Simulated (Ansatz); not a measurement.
# C3H7NSi: a ladder of functionals and wavefunction methods

Aim: compute C3H7NSi with functionals from several rungs and with coupled cluster, and see how far each lands from CCSD(T) at the basis-set limit for the atomisation energy.

Method: functionals in def2-TZVPP, the program's frozen cores in correlated methods; program: Ansatz 0.2.0, Gaussian basis.

The runs, in order: PBE-D4, r2SCAN-D4, PBE0-D4, B3LYP-D4, ωB97X-V, ωB97M-V, B2PLYP; CCSD(T)/def2-TZVPP; MP2/def2-QZVPP; extrapolation to the limit.

## (1) The geometry

An earlier PBE0-D4 in a triple-zeta def2 set relaxation fixed the geometry.

SMILES `CC[SiH2]C#N`, 12 atoms, charge 0, spin multiplicity 1.

Atoms are counted from 1 here; the program's logs count them from 0.

Bond lengths: C1–C2 1.526 Å, C1–H6 1.092 Å, C1–H7 1.093 Å, C1–H8 1.092 Å, C2–Si3 1.866 Å, C2–H9 1.096 Å, C2–H10 1.095 Å, Si3–C4 1.856 Å, Si3–H11 1.483 Å, Si3–H12 1.482 Å, C4–N5 1.152 Å. Angles: C2–C1–H6 111.1°, C2–C1–H7 111.5°, C2–C1–H8 111.4°, H6–C1–H7 107.6°, H6–C1–H8 107.6°, H7–C1–H8 107.5°, C1–C2–Si3 113.6°, C1–C2–H9 110.8°, C1–C2–H10 110.8°, Si3–C2–H9 107.3°, Si3–C2–H10 107.9°, H9–C2–H10 106.1°, C2–Si3–C4 108.2°, C2–Si3–H11 112.5°, C2–Si3–H12 113.2°, C4–Si3–H11 105.9°, C4–Si3–H12 106.5°, H11–Si3–H12 110.2° and more.

## (2) PBE-D4 (GGA)

in.yaml

```yaml
crystal:
  periodic: [false, false, false]
  atoms:
    - {symbol: C, position_ang: [-0.943489, 0.666673, 1.020978]}
    - {symbol: C, position_ang: [0.520448, 0.346969, 0.730710]}
    - {symbol: Si, position_ang: [0.753747, -0.937102, -0.602321]}
    - {symbol: C, position_ang: [-0.055358, -0.316131, -2.153326]}
    - {symbol: N, position_ang: [-0.571692, 0.100923, -3.094967]}
    - {symbol: H, position_ang: [-1.032935, 1.416485, 1.810011]}
    - {symbol: H, position_ang: [-1.490647, -0.221462, 1.346720]}
    - {symbol: H, position_ang: [-1.448640, 1.057291, 0.134675]}
    - {symbol: H, position_ang: [1.024423, -0.022415, 1.631016]}
    - {symbol: H, position_ang: [1.062093, 1.248808, 0.427121]}
    - {symbol: H, position_ang: [0.081430, -2.218644, -0.278255]}
    - {symbol: H, position_ang: [2.177422, -1.176593, -0.938363]}
basis:
  gaussian: {orbitals: def2-TZVPP}
hamiltonian: {xc: pbe, dispersion: d4}
output: {forces: true, orbitals: {seedname: orbitals}}
```

Command:

```bash
$ ansatz run in.yaml --threads 4 --pin off --events-out ev --progress --plain --max-ram 10444MiB
```

Log, shortened:

```text
Functional definition: PBE
  name "PBE"
  cite "Perdew, Burke & Ernzerhof, Phys. Rev. Lett. 77, 3865 (1996) doi:10.1103/PhysRevLett.77.3865"
  parent pbe
[...]
1396 factors; their error is unknown
[...]
mean field -12584.34215936 eV, -462.4660443832 hartree, gradient 2.8e-5 eV, S^2 0.000000; 0 other end points of the search recorded, 0 dependent functions left out
[...]
reference -12584.34220400 eV, -462.4660460234 hartree; 23, 23 occupied and 241, 241 virtual orbitals, 1396 factors
Total energy: -12584.58265041 eV, -462.4748822660 hartree
Atom 0 at    -0.943489     0.666673     1.020978 Å, force    -0.008296    -0.000300     0.000290 eV/Å
Atom 1 at     0.520448     0.346969     0.730710 Å, force     0.001679    -0.003083     0.006912 eV/Å
Atom 2 at     0.753747    -0.937102    -0.602321 Å, force    -0.013788     0.000755    -0.103136 eV/Å
Atom 3 at    -0.055358    -0.316131    -2.153326 Å, force     0.663125    -0.546742     1.195813 eV/Å
Atom 4 at    -0.571692     0.100923    -3.094967 Å, force    -0.702254     0.570701    -1.277394 eV/Å
Atom 5 at    -1.032935     1.416485     1.810011 Å, force    -0.028595     0.149293     0.157740 eV/Å
Atom 6 at    -1.490647    -0.221462     1.346720 Å, force    -0.115586    -0.165703     0.063333 eV/Å
Atom 7 at    -1.448640     1.057291     0.134675 Å, force    -0.106713     0.075264    -0.165465 eV/Å
Atom 8 at     1.024423    -0.022415     1.631016 Å, force     0.107247    -0.067835     0.168984 eV/Å
Atom 9 at     1.062093     1.248808     0.427121 Å, force     0.113136     0.167245    -0.055783 eV/Å
Atom 10 at     0.081430    -2.218644    -0.278255 Å, force    -0.070345    -0.144024     0.041853 eV/Å
Atom 11 at     2.177422    -1.176593    -0.938363 Å, force     0.160389    -0.035570    -0.033148 eV/Å
Dipole moment:     0.269844    -0.081673     0.773326 e Å
```

Run time: 2 s. Hardware: 4 threads of Arm Neoverse V2, shared host; peak memory 0.34 GiB.

With the free atoms at this level, -12534.660 eV in sum, the atomisation energy is 1151.2 kcal/mol. HOMO -7.76 eV, LUMO -1.43 eV.

## (3) r2SCAN-D4 (meta-GGA)

Changes to in.yaml since step 2:

```diff
@@ -17,3 +17,3 @@
   gaussian: {orbitals: def2-TZVPP}
-hamiltonian: {xc: pbe, dispersion: d4}
+hamiltonian: {xc: r2scan, dispersion: d4}
 output: {forces: true, orbitals: {seedname: orbitals}}
```

Same command.

Log, shortened:

```text
Functional definition: r2SCAN
  name "r2SCAN"
  cite "Furness, Kaplan, Ning, Perdew & Sun, J. Phys. Chem. Lett. 11, 8208 (2020) doi:10.1021/acs.jpclett.0c02405"
  cite "Furness, Kaplan, Ning, Perdew & Sun, J. Phys. Chem. Lett. 11, 9248 (2020) doi:10.1021/acs.jpclett.0c03077"
  parent r2scan
[...]
1396 factors; their error is unknown
[...]
mean field -12591.15222448 eV, -462.7163096600 hartree, gradient 7.4e-5 eV, S^2 0.000000; 0 other end points of the search recorded, 0 dependent functions left out
[...]
reference -12591.15223749 eV, -462.7163101382 hartree; 23, 23 occupied and 241, 241 virtual orbitals, 1396 factors
Total energy: -12591.21390835 eV, -462.7185765005 hartree
Atom 0 at    -0.943489     0.666673     1.020978 Å, force    -0.152955     0.035347     0.033502 eV/Å
Atom 1 at     0.520448     0.346969     0.730710 Å, force     0.141590    -0.030249    -0.017040 eV/Å
Atom 2 at     0.753747    -0.937102    -0.602321 Å, force    -0.010289    -0.018606    -0.079480 eV/Å
Atom 3 at    -0.055358    -0.316131    -2.153326 Å, force     0.262629    -0.215189     0.484207 eV/Å
Atom 4 at    -0.571692     0.100923    -3.094967 Å, force    -0.247214     0.202588    -0.449009 eV/Å
Atom 5 at    -1.032935     1.416485     1.810011 Å, force    -0.004482    -0.011593    -0.011967 eV/Å
Atom 6 at    -1.490647    -0.221462     1.346720 Å, force     0.009628     0.016791    -0.007092 eV/Å
Atom 7 at    -1.448640     1.057291     0.134675 Å, force     0.009873    -0.008247     0.015987 eV/Å
Atom 8 at     1.024423    -0.022415     1.631016 Å, force    -0.000179     0.013908    -0.000721 eV/Å
Atom 9 at     1.062093     1.248808     0.427121 Å, force    -0.002468    -0.002285     0.011985 eV/Å
Atom 10 at     0.081430    -2.218644    -0.278255 Å, force     0.013300     0.019469     0.005508 eV/Å
Atom 11 at     2.177422    -1.176593    -0.938363 Å, force    -0.019434    -0.001936     0.014119 eV/Å
Dipole moment:     0.275554    -0.086331     0.782743 e Å
```

Wall time 3.7 s (4 threads of Arm Neoverse V2, shared host); peak memory 0.37 GiB.

Atomisation energy: 1128.3 kcal/mol (free atoms -12542.287 eV, run apart). HOMO -8.04 eV, LUMO -1.20 eV.

## (4) PBE0-D4 (hybrid)

Changes to in.yaml since step 3:

```diff
@@ -17,3 +17,3 @@
   gaussian: {orbitals: def2-TZVPP}
-hamiltonian: {xc: r2scan, dispersion: d4}
-output: {forces: true, orbitals: {seedname: orbitals}}
+hamiltonian: {xc: pbe0, dispersion: d4}
+output: {orbitals: {seedname: orbitals}}
```

The command is unchanged.

Log:

```text
Functional definition: PBE0
  name "PBE0"
  cite "Adamo & Barone, J. Chem. Phys. 110, 6158 (1999) doi:10.1063/1.478522"
  cite "Perdew, Burke & Ernzerhof, Phys. Rev. Lett. 77, 3865 (1996) doi:10.1103/PhysRevLett.77.3865"
  parent pbe
  parameter a = 0.25
  parameter kappa = 0.804
  parameter beta = 0.06672455060314922
  exchange = (1 - a)*pbe_x(kappa = kappa, mu = beta*pi^2/3) + a*exact_x
  correlation = pbe_c(beta = beta)
1399 factors; their error is unknown
mean field evaluation 1: about -12575.9412 eV, gradient 6.6e1 eV
mean field evaluation 2: about -12567.7281 eV, gradient 8.6e1 eV
mean field evaluation 4: about -12585.4853 eV, gradient 7.2e0 eV
mean field evaluation 8: about -12585.6035 eV, gradient 4.7e-1 eV
mean field evaluation 16: about -12585.6038 eV, gradient 3.7e-5 eV
mean field -12585.60381024 eV, -462.5124091976 hartree, gradient 3.7e-5 eV, S^2 0.000000; 0 other end points of the search recorded, 0 dependent functions left out
reference -12585.60384343 eV, -462.5124104172 hartree; 23, 23 occupied and 241, 241 virtual orbitals, 1399 factors
Total energy: -12585.80777947 eV, -462.5199049286 hartree
```

Run time: 2.1 s. Hardware: 4 threads of Arm Neoverse V2, shared host; peak memory 0.62 GiB.

With the free atoms at this level, -12536.739 eV in sum, the atomisation energy is 1131.5 kcal/mol. HOMO -9.05 eV, LUMO -0.48 eV.

## (5) B3LYP-D4 (hybrid)

B3LYP here takes the VWN-RPA correlation.

Changes to in.yaml since step 4:

```diff
@@ -17,3 +17,3 @@
   gaussian: {orbitals: def2-TZVPP}
-hamiltonian: {xc: pbe0, dispersion: d4}
-output: {orbitals: {seedname: orbitals}}
+hamiltonian: {xc: {name: B3LYP}, dispersion: d4}
+output: {forces: true, orbitals: {seedname: orbitals}}
```

Launched as before.

Log, shortened:

```text
Functional definition: B3LYP
  name "B3LYP"
  cite "Stephens, Devlin, Chabalowski & Frisch, J. Phys. Chem. 98, 11623 (1994) doi:10.1021/j100096a001"
  cite "Becke, Phys. Rev. A 38, 3098 (1988) doi:10.1103/PhysRevA.38.3098"
  cite "Lee, Yang & Parr, Phys. Rev. B 37, 785 (1988) doi:10.1103/PhysRevB.37.785"
  cite "Vosko, Wilk & Nusair, Can. J. Phys. 58, 1200 (1980) doi:10.1139/p80-159"
[...]
1399 factors; their error is unknown
[...]
mean field -12595.59216158 eV, -462.8794743390 hartree, gradient 4.3e-5 eV, S^2 0.000000; 0 other end points of the search recorded, 0 dependent functions left out
[...]
reference -12595.59245160 eV, -462.8794849970 hartree; 23, 23 occupied and 241, 241 virtual orbitals, 1399 factors
Total energy: -12595.97734510 eV, -462.8936295725 hartree
Atom 0 at    -0.943489     0.666673     1.020978 Å, force    -0.224147     0.072869     0.057726 eV/Å
[...]
Atom 2 at     0.753747    -0.937102    -0.602321 Å, force     0.088518    -0.179688    -0.052330 eV/Å
Atom 3 at    -0.055358    -0.316131    -2.153326 Å, force     0.000556    -0.003023    -0.007718 eV/Å
Atom 4 at    -0.571692     0.100923    -3.094967 Å, force    -0.021573     0.019236    -0.038602 eV/Å
Atom 5 at    -1.032935     1.416485     1.810011 Å, force    -0.010485    -0.036063    -0.036978 eV/Å
Atom 6 at    -1.490647    -0.221462     1.346720 Å, force     0.019572     0.047170    -0.011639 eV/Å
Atom 7 at    -1.448640     1.057291     0.134675 Å, force     0.018657    -0.016569     0.056199 eV/Å
Atom 8 at     1.024423    -0.022415     1.631016 Å, force    -0.027291     0.034575    -0.038359 eV/Å
Atom 9 at     1.062093     1.248808     0.427121 Å, force    -0.030800    -0.040590     0.031172 eV/Å
Atom 10 at     0.081430    -2.218644    -0.278255 Å, force     0.049152     0.082794    -0.012810 eV/Å
Atom 11 at     2.177422    -1.176593    -0.938363 Å, force    -0.090495     0.011826     0.030458 eV/Å
Dipole moment:     0.282579    -0.096283     0.780252 e Å
```

Wall time 3.6 s (4 threads of Arm Neoverse V2, shared host); peak memory 0.74 GiB.

Atomisation energy: 1132.1 kcal/mol (free atoms -12546.886 eV, run apart). HOMO -8.85 eV, LUMO -0.71 eV.

## (6) ωB97X-V (range-separated)

Changes to in.yaml since step 5:

```diff
@@ -17,3 +17,3 @@
   gaussian: {orbitals: def2-TZVPP}
-hamiltonian: {xc: {name: B3LYP}, dispersion: d4}
-output: {forces: true, orbitals: {seedname: orbitals}}
+hamiltonian: {xc: {name: wB97X-V}}
+output: {orbitals: {seedname: orbitals}}
```

The command is unchanged.

Log, shortened:

```text
Functional definition: wB97X-V
  name "wB97X-V"
  cite "Mardirossian & Head-Gordon, Phys. Chem. Chem. Phys. 16, 9904 (2014) doi:10.1039/C3CP54374A"
  cite "Becke, J. Chem. Phys. 107, 8554 (1997) doi:10.1063/1.475007"
  cite "Vydrov & Van Voorhis, J. Chem. Phys. 133, 244103 (2010) doi:10.1063/1.3521275"
[...]
      + integral(e_c_pw_opposite_spin*poly(b97_u_opposite, cos0, cos1)) + vv10(b, c)
1399 factors; their error is unknown
346 factors; integrals over basis functions are off by at most 1.1e-5 eV
[...]
mean field -12592.16530297 eV, -462.7535396079 hartree, gradient 3.6e-5 eV, S^2 0.000000; 0 other end points of the search recorded, 0 dependent functions left out
reference -12592.16530079 eV, -462.7535395277 hartree; 23, 23 occupied and 241, 241 virtual orbitals, 1399 factors
Total energy: -12592.16530079 eV, -462.7535395277 hartree
```

Run time: 6 s. Hardware: 4 threads of Arm Neoverse V2, shared host; peak memory 0.78 GiB.

With the free atoms at this level, -12543.006 eV in sum, the atomisation energy is 1133.6 kcal/mol. HOMO -11.44 eV, LUMO 1.64 eV.

## (7) ωB97M-V (range-separated)

Changes to in.yaml since step 6:

```diff
@@ -17,3 +17,3 @@
   gaussian: {orbitals: def2-TZVPP}
-hamiltonian: {xc: {name: wB97X-V}}
-output: {orbitals: {seedname: orbitals}}
+hamiltonian: {xc: {name: wB97M-V}}
+output: {forces: true, orbitals: {seedname: orbitals}}
```

Launched as before.

Log, shortened:

```text
Functional definition: wB97M-V
  name "wB97M-V"
  cite "Mardirossian & Head-Gordon, J. Chem. Phys. 144, 214110 (2016) doi:10.1063/1.4952647"
  cite "Becke, J. Chem. Phys. 107, 8554 (1997) doi:10.1063/1.475007"
  cite "Vydrov & Van Voorhis, J. Chem. Phys. 133, 244103 (2010) doi:10.1063/1.3521275"
  # Of w^i u^j: cxij and so on, Table III.
[...]
  gx(w, u) = 1 - cx + cx01*u + cx10*w
  gss(w, u) = css00 + css04*u^4 + css10*w + css20*w^2 + css43*w^4*u^3
  gos(w, u) = cos00 + cos10*w + (cos20 + cos21*u)*w^2 + (cos60 + cos61*u)*w^6
[...]
      + integral(e_c_pw_mod_opposite_spin*gos(b97_w_opposite, b97_u_opposite)) + vv10(b, c)
1399 factors; their error is unknown
346 factors; integrals over basis functions are off by at most 1.1e-5 eV
[...]
Atom 2 at     0.753747    -0.937102    -0.602321 Å, force     0.139473    -0.188873     0.146041 eV/Å
Atom 3 at    -0.055358    -0.316131    -2.153326 Å, force    -0.162243     0.137296    -0.278095 eV/Å
Atom 4 at    -0.571692     0.100923    -3.094967 Å, force     0.104812    -0.085892     0.189163 eV/Å
Atom 5 at    -1.032935     1.416485     1.810011 Å, force    -0.001913    -0.063294    -0.068055 eV/Å
Atom 6 at    -1.490647    -0.221462     1.346720 Å, force     0.041081     0.059137    -0.024176 eV/Å
Atom 7 at    -1.448640     1.057291     0.134675 Å, force     0.036691    -0.027827     0.058350 eV/Å
Atom 8 at     1.024423    -0.022415     1.631016 Å, force    -0.041761     0.034554    -0.066068 eV/Å
Atom 9 at     1.062093     1.248808     0.427121 Å, force    -0.044075    -0.063117     0.025952 eV/Å
Atom 10 at     0.081430    -2.218644    -0.278255 Å, force     0.074866     0.156604    -0.035361 eV/Å
Atom 11 at     2.177422    -1.176593    -0.938363 Å, force    -0.175374     0.033022     0.042799 eV/Å
Dipole moment:     0.281908    -0.094952     0.776074 e Å
```

Wall time 9 s (4 threads of Arm Neoverse V2, shared host); peak memory 0.95 GiB.

With the free atoms at this level, -12542.899 eV in sum, the atomisation energy is 1134.0 kcal/mol. HOMO -11.28 eV, LUMO 1.40 eV.

## (8) B2PLYP (double hybrid)

Changes to in.yaml since step 7:

```diff
@@ -17,3 +17,2 @@
   gaussian: {orbitals: def2-TZVPP}
-hamiltonian: {xc: {name: wB97M-V}}
-output: {forces: true, orbitals: {seedname: orbitals}}
+hamiltonian: {xc: {name: B2PLYP}}
```

Launched as before.

Log, shortened:

```text
Functional definition: B2PLYP
  name "B2PLYP"
  cite "Grimme, J. Chem. Phys. 124, 034108 (2006) doi:10.1063/1.2148954"
  cite "Becke, Phys. Rev. A 38, 3098 (1988) doi:10.1103/PhysRevA.38.3098"
  cite "Lee, Yang & Parr, Phys. Rev. B 37, 785 (1988) doi:10.1103/PhysRevB.37.785"
[...]
1541 factors; integrals over basis functions are off by at most 9.1e-4 eV
[...]
mean field -12580.17121188 eV, -462.3127648903 hartree, gradient 4.4e-7 eV, S^2 0.000000; 0 other end points of the search recorded, 0 dependent functions left out
9 core orbitals not correlated: weight in the atoms' cores, before any rotation towards them, 1.000 or more for the frozen orbitals, at most 0.000 for the correlated occupied ones
reference -12580.17139545 eV, -462.3127716364 hartree; 14, 14 occupied and 241, 241 virtual orbitals, 1541 factors
second order -27.09694820 eV of doubles, -0.00000000 eV of singles
Total energy: -12587.48757147 eV, -462.5816361459 hartree
```

It took 4.6 s on 4 threads of Arm Neoverse V2, shared host; peak memory 0.69 GiB.

With the free atoms at this level, -12538.844 eV in sum, the atomisation energy is 1121.8 kcal/mol.

## (9) Orbital energies across the functionals

Dipoles come from the runs that computed forces. Levels, from each run's orbital file:

| functional | HOMO (eV) | LUMO (eV) | gap (eV) | dipole (D) |
| --- | --- | --- | --- | --- |
| PBE-D4 | -7.76 | -1.43 | 6.33 | 3.95 |
| r2SCAN-D4 | -8.04 | -1.20 | 6.84 | 4.01 |
| PBE0-D4 | -9.05 | -0.48 | 8.57 |  |
| B3LYP-D4 | -8.85 | -0.71 | 8.14 | 4.01 |
| ωB97X-V | -11.44 | 1.64 | 13.08 |  |
| ωB97M-V | -11.28 | 1.40 | 12.68 | 3.99 |

## (10) CCSD(T) in def2-TZVPP

Changes to in.yaml since step 8:

```diff
@@ -17,2 +17,2 @@
   gaussian: {orbitals: def2-TZVPP}
-hamiltonian: {xc: {name: B2PLYP}}
+correlation: {method: ccsd_t}
```

The command is unchanged.

Log, shortened:

```text
Functional definition: HF
  name "HF"
  cite "Fock, Z. Phys. 61, 126 (1930) doi:10.1007/BF01340294"
  parent pbe
[...]
1541 factors; integrals over basis functions are off by at most 9.1e-4 eV
[...]
mean field -12548.52951203 eV, -461.1499538683 hartree, gradient 1.4e-6 eV, S^2 0.000000; 0 other end points of the search recorded, 0 dependent functions left out
9 core orbitals not correlated: weight in the atoms' cores, before any rotation towards them, 1.000 or more for the frozen orbitals, at most 0.000 for the correlated occupied ones
reference -12548.52951203 eV, -461.1499538683 hartree; 14, 14 occupied and 241, 241 virtual orbitals, 1541 factors
second order -22.07146470 eV of doubles, -0.00000000 eV of singles
cycle   1  -22.42713196 eV  change   -3.6e-1 eV  update   1.1e-1
[...]
cycle   9  -23.21823395 eV  change   -1.4e-6 eV  update   1.3e-5
perturbative correction -1.03092903 eV, -0.0378859429 hartree
Total energy: -12572.77867500 eV, -462.0410941709 hartree
```

It took 1.9 min on 4 threads of Arm Neoverse V2, shared host; peak memory 6.5 GiB.

## (11) MP2 in def2-QZVPP

Changes to in.yaml since step 10:

```diff
@@ -16,3 +16,3 @@
 basis:
-  gaussian: {orbitals: def2-TZVPP}
-correlation: {method: ccsd_t}
+  gaussian: {orbitals: "def2-QZVPP.json"}
+correlation: {method: mp2}
```

Launched as before.

Log:

```text
Functional definition: HF
  name "HF"
  cite "Fock, Z. Phys. 61, 126 (1930) doi:10.1007/BF01340294"
  parent pbe
  exchange = exact_x
  correlation = 0
3009 factors; integrals over basis functions are off by at most 8.2e-4 eV
mean field evaluation 1: about -12544.0944 eV, gradient 4.2e1 eV
mean field evaluation 2: about -12544.2475 eV, gradient 4.2e1 eV
mean field evaluation 4: about -12548.8399 eV, gradient 6.8e0 eV
mean field evaluation 8: about -12548.9762 eV, gradient 3.4e-1 eV
mean field -12548.97673564 eV, -461.1663890328 hartree, gradient 1.3e-6 eV, S^2 0.000000; 0 other end points of the search recorded, 0 dependent functions left out
9 core orbitals not correlated: weight in the atoms' cores, before any rotation towards them, 1.000 or more for the frozen orbitals, at most 0.000 for the correlated occupied ones
reference -12548.97673564 eV, -461.1663890328 hartree; 14, 14 occupied and 485, 485 virtual orbitals, 3009 factors
second order -23.51679277 eV of doubles, -0.00000000 eV of singles
Total energy: -12572.49352841 eV, -462.0306152268 hartree
```

Wall time 18 s (4 threads of Arm Neoverse V2, shared host); peak memory 3.4 GiB.

The pieces so far (eV):

| basis | HF | MP2 correlation | CCSD correlation | (T) | total |
| --- | --- | --- | --- | --- | --- |
| def2-TZVPP | -12548.5295 | -22.0715 | -23.2182 | -1.0309 | -12572.7787 |
| def2-QZVPP | -12548.9767 | -23.5168 |  |  | -12572.4935 (MP2) |

The report of the def2-TZVPP run gives T1 = 0.0117.

## (12) Extrapolating to the complete basis

No new run: Hartree-Fock is extrapolated as exp(−7.88√X) and correlation as X^−2.97, with X = 3 and 4; only MP2 was run in the larger set, so CCSD(T) minus MP2 is added from the smaller one.

| level | energy at the limit (eV) |
| --- | --- |
| HF | -12549.0383 |
| MP2 | -12573.6257 |
| CCSD | -12574.7725 |
| CCSD(T) | -12575.8034 |

## (13) The ladder

Free atoms (3 C, 1 Si, 1 N, 7 H) were run apart at each level; the atomisation energy is their sum less the molecule, without zero-point or spin-orbit terms.

Differences are taken before rounding.

| method | rung | atoms, summed (eV) | atomisation energy (kcal/mol) | from CCSD(T)/CBS (kcal/mol) | time |
| --- | --- | --- | --- | --- | --- |
| PBE-D4 | GGA | -12534.660 | 1151.2 | +21.8 | 2 s |
| r2SCAN-D4 | meta-GGA | -12542.287 | 1128.3 | -1.1 | 3.7 s |
| PBE0-D4 | hybrid | -12536.739 | 1131.5 | +2.1 | 2.1 s |
| B3LYP-D4 | hybrid | -12546.886 | 1132.1 | +2.6 | 3.6 s |
| ωB97X-V | range-separated | -12543.006 | 1133.6 | +4.2 | 6 s |
| ωB97M-V | range-separated | -12542.899 | 1134.0 | +4.6 | 9 s |
| B2PLYP | double hybrid | -12538.844 | 1121.8 | -7.7 | 4.6 s |
| HF/def2-TZVPP | wavefunction | -12512.603 | 828.5 | -300.9 |  |
| MP2/def2-TZVPP | wavefunction | -12522.107 | 1118.3 | -11.1 |  |
| CCSD/def2-TZVPP | wavefunction | -12524.709 | 1084.7 | -44.7 |  |
| CCSD(T)/def2-TZVPP | wavefunction | -12525.004 | 1101.7 | -27.7 | 1.9 min |
| MP2/CBS | wavefunction | -12523.930 | 1146.0 | +16.6 |  |
| CCSD(T)/CBS | wavefunction | -12526.827 | 1129.4 | 0 | 2.2 min |

Among the levels timed on like hardware and quicker than the yardstick, those that no quicker one beats, quickest first: PBE-D4 (2 s, +21.8 kcal/mol); PBE0-D4 (2.1 s, +2.1 kcal/mol); r2SCAN-D4 (3.7 s, -1.1 kcal/mol).

B2PLYP carry no dispersion term (for B3LYP, D4 adds 8.9 kcal/mol).

Times are those of the molecule's run; HF, MP2 and CCSD come out of the CCSD(T) runs, and the limit's time is the sum of the runs that it needs.

## (14) Summary of results

| quantity | value |
| --- | --- |
| atomisation energy, CCSD(T)/CBS | 1129.4 kcal/mol |
| functionals within 5.6 kcal/mol (0.5 %) | r2SCAN-D4, PBE0-D4, B3LYP-D4, ωB97X-V, ωB97M-V |
| farthest | PBE-D4 (+21.8 kcal/mol) |
| mean size of error, hybrid | 2.4 kcal/mol |
| mean size of error, range-separated | 4.4 kcal/mol |
| gap, smallest and largest | 6.33 eV (PBE-D4), 13.08 eV (ωB97X-V) |
| T1 diagnostic | 0.0117 |
| triples share of the correlation energy | 4.3 % |

What this shows: PBE-D4 is off by +21.8 kcal/mol. Double hybrids carry the basis error of their MP2 part in triple zeta, and no dispersion term here, so their miss is partly the set-up's. Misses under about 5.6 kcal/mol are within the doubt on the reference itself, which lacks core-valence correlation, relativity and higher excitations. Hartree-Fock recovers 73 % of the binding; the rest is correlation. Orbital gaps span 6.3 to 13.1 eV; exact exchange widens them.

r2SCAN-D4 reaches 1.1 kcal/mol from the reference in 3.7 s, where CCSD(T)/CBS took 2.2 min; the quickest level in the cost chart, PBE-D4, takes 2 s and misses by 21.8 kcal/mol.
